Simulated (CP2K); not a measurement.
Runs of CP2K 2026.2 on BiS. Symmetry: Pm-3m, No. 221, cubic system. Conventional cell: a = 4.003 Å, b = 4.003 Å, c = 4.003 Å, α = 90.00°, β = 90.00°, γ = 90.00°. Bi (site symmetry m-3m) is surrounded by 8 S at 3.47 Å. S (site symmetry m-3m) is surrounded by 8 Bi at 3.47 Å. The cell was built by a generator and needn't be a form met in nature.

```tsv
potentials or basis	gap on the mesh (eV)	pressure (GPa)
POTENTIAL_UZH Bi GTH-PBE-q5, S GTH-PBE-q6; ccGRB-D basis	none	-9.9
GTH_POTENTIALS Bi GTH-PBE-q5, S GTH-PBE-q6; DZVP-MOLOPT-SR-GTH basis	none	-10.7
GTH_POTENTIALS Bi GTH-PBE-q5, S GTH-PBE-q6; TZVP-MOLOPT-SR-GTH, TZVP-MOLOPT-GTH basis	none	(a)
POTENTIAL_UZH Bi GTH-PBE-q5, S GTH-PBE-q6; TZVP-MOLOPT-PBE-GTH basis	none	(b)
POTENTIAL_UZH Bi GTH-PBE-q5, S GTH-PBE-q6; TZV2P-MOLOPT-PBE-GTH basis	none	-11.0
```

Alike in all rows: task band structure; level PBE; no spin polarisation; cell as given; k mesh 7 × 7 × 7; smearing fermi-dirac 0.05 eV.

**Question.** Estimate the missing entries.

**Answer.** (a) -10.5; (b) -10.8.

Caveats: spin-orbit coupling is left out, which moves the levels of the heavy elements; the basis of atomic orbitals isn't converged, which shifts pressures, moduli and gaps.

A k mesh can miss the band edges, and the runs leave out spin-orbit coupling on Bi.

A gap of «none» marks a metal or a gap under the smearing width.
